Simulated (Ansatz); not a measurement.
# C3H6AlFS: the cost of one run

Method: RKS LDA/6-31G, in Ansatz 0.2.0.

## (1) The system as given

Bond lengths: C1–C2 1.361 Å, C2–F3 1.333 Å, C2–S4 1.780 Å, S4–C5 1.862 Å, C5–Al6 1.985 Å, C1–H7 1.046 Å, C1–H8 1.079 Å, C5–H9 1.106 Å, C5–H10 1.150 Å, Al6–H11 1.586 Å, Al6–H12 1.608 Å. Angles (14 of 16 angles, heavy atoms first): C1–C2–F3 118.5°, C1–C2–S4 124.1°, F3–C2–S4 117.2°, C2–S4–C5 94.2°, S4–C5–Al6 113.2°, C2–C1–H7 120.8°, C2–C1–H8 115.4°, S4–C5–H9 110.7°, S4–C5–H10 110.1°, Al6–C5–H9 108.1°, Al6–C5–H10 109.4°, C5–Al6–H11 120.4°, C5–Al6–H12 119.6°, H7–C1–H8 123.6°.

Structure file:

```xyz
12

C     1.2622   -1.6452    0.2773
C     1.5869   -0.3346    0.1036
F     2.4736    0.2162    0.9323
S     1.0008    0.6689   -1.2452
C    -0.3945    1.4142   -0.2624
Al   -2.0154    0.2687   -0.2125
H     1.6530   -2.1918    1.0786
H     0.5323   -2.0371   -0.4146
H    -0.6825    2.3987   -0.6760
H    -0.0482    1.6319    0.8128
H    -2.7314   -0.1676   -1.5587
H    -2.5598   -0.2775    1.1989
```

## (2) End point A

The input, input.yaml:

```yaml
crystal:
  periodic: [false, false, false]
  atoms:
    - { symbol: C, position_ang: [1.2622, -1.6452, 0.2773] }
    - { symbol: C, position_ang: [1.5869, -0.3346, 0.1036] }
    - { symbol: F, position_ang: [2.4736, 0.2162, 0.9323] }
    - { symbol: S, position_ang: [1.0008, 0.6689, -1.2452] }
    - { symbol: C, position_ang: [-0.3945, 1.4142, -0.2624] }
    - { symbol: Al, position_ang: [-2.0154, 0.2687, -0.2125] }
    - { symbol: H, position_ang: [1.653, -2.1918, 1.0786] }
    - { symbol: H, position_ang: [0.5323, -2.0371, -0.4146] }
    - { symbol: H, position_ang: [-0.6825, 2.3987, -0.676] }
    - { symbol: H, position_ang: [-0.0482, 1.6319, 0.8128] }
    - { symbol: H, position_ang: [-2.7314, -0.1676, -1.5587] }
    - { symbol: H, position_ang: [-2.5598, -0.2775, 1.1989] }
basis:
  gaussian: { orbitals: "6-31G" }
hamiltonian:
  xc: lda
relax:
  f_tol: 0.02
  max_steps: 50
```

Run with:

```bash
> ansatz run input.yaml --threads 1 --pin off --max-ram 2048MiB --backend cpu --events-out ev --progress --plain --runs-dir out
```

Q: Estimate wall time and peak memory on 1 thread of Arm Neoverse V2, shared host.

About 46 s, with a peak of 0.17 GiB.
